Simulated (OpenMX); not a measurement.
Write the native input for OpenMX 3.8.5 that does the following.

* Task: single point
* Functional: PBE
* Potentials or basis: OpenMX 2013 PBE set, Ge7.0-s3p2d2, Ga7.0-s3p2d2, grid cutoff 500 Ry
* k mesh: 9 × 9 × 9
* Occupations: fermi-dirac, width 0.05 eV
* Spin: no spin polarisation
* Mixing scheme: rmm-diisk
* SCF threshold: 1e-08 Ha
* Solver: band
* Max SCF cycles: 100

GaGe:

```
Ge Ga
1.0
     0.00000    2.89784    2.89784
     2.89784    0.00000    2.89784
     2.89784    2.89784    0.00000
Ge Ga
1 1
Direct
  0.00000 0.00000 0.00000
  0.25000 0.25000 0.25000
```

The cell comes from a database or a generator and needn't be the stable form of this composition.

The input as run:

GaGe.dat

```
System.CurrrentDirectory             ./
System.Name                          GaGe
DATA.PATH                            ./DFT_DATA13
level.of.stdout                      1
level.of.fileout                     0
Species.Number                       2
<Definition.of.Atomic.Species
  Ge  Ge7.0-s3p2d2           Ge_PBE13
  Ga  Ga7.0-s3p2d2           Ga_PBE13
Definition.of.Atomic.Species>

Atoms.Number                         2
Atoms.SpeciesAndCoordinates.Unit     FRAC
<Atoms.SpeciesAndCoordinates
    1  Ge    0.0000000000    0.0000000000    0.0000000000   2.000  2.000
    2  Ga    0.2500000000    0.2500000000    0.2500000000   6.500  6.500
Atoms.SpeciesAndCoordinates>

Atoms.UnitVectors.Unit               Ang
<Atoms.UnitVectors
     0.0000000000    2.8978440000    2.8978440000
     2.8978440000    0.0000000000    2.8978440000
     2.8978440000    2.8978440000    0.0000000000
Atoms.UnitVectors>

scf.XcType                           GGA-PBE
scf.SpinPolarization                 off
scf.ElectronicTemperature            580.226
scf.energycutoff                     500.0
scf.maxIter                          100
scf.EigenvalueSolver                 band
scf.Kgrid                            9 9 9
scf.Mixing.Type                      rmm-diisk
scf.Init.Mixing.Weight               0.05
scf.Min.Mixing.Weight                0.001
scf.Max.Mixing.Weight                0.3
scf.Mixing.History                   25
scf.Mixing.StartPulay                8
scf.criterion                        1.0e-8
scf.stress.tensor                    on
MD.Type                              nomd
```

Potentials or basis: OpenMX 2013 PBE set, Ge7.0-s3p2d2, Ga7.0-s3p2d2, grid cutoff 500 Ry.

Launch:

```console
$ openmx GaGe.dat -nt 1 > GaGe.std
```

It gave:

```json
{
 "Pressure": "1.6 GPa",
 "Band gap on the k mesh": "none (metal or under the smearing width)",
 "Mulliken charges": "Ge +0.53; Ga -0.53 e"
}
```

Caveat: Mulliken charges move with the basis; the basis of atomic orbitals isn't converged, which shifts pressures, moduli and gaps.

Run time: 62 s on 1 thread of Arm Neoverse V2, on a shared host, peak memory 0.74 GiB.
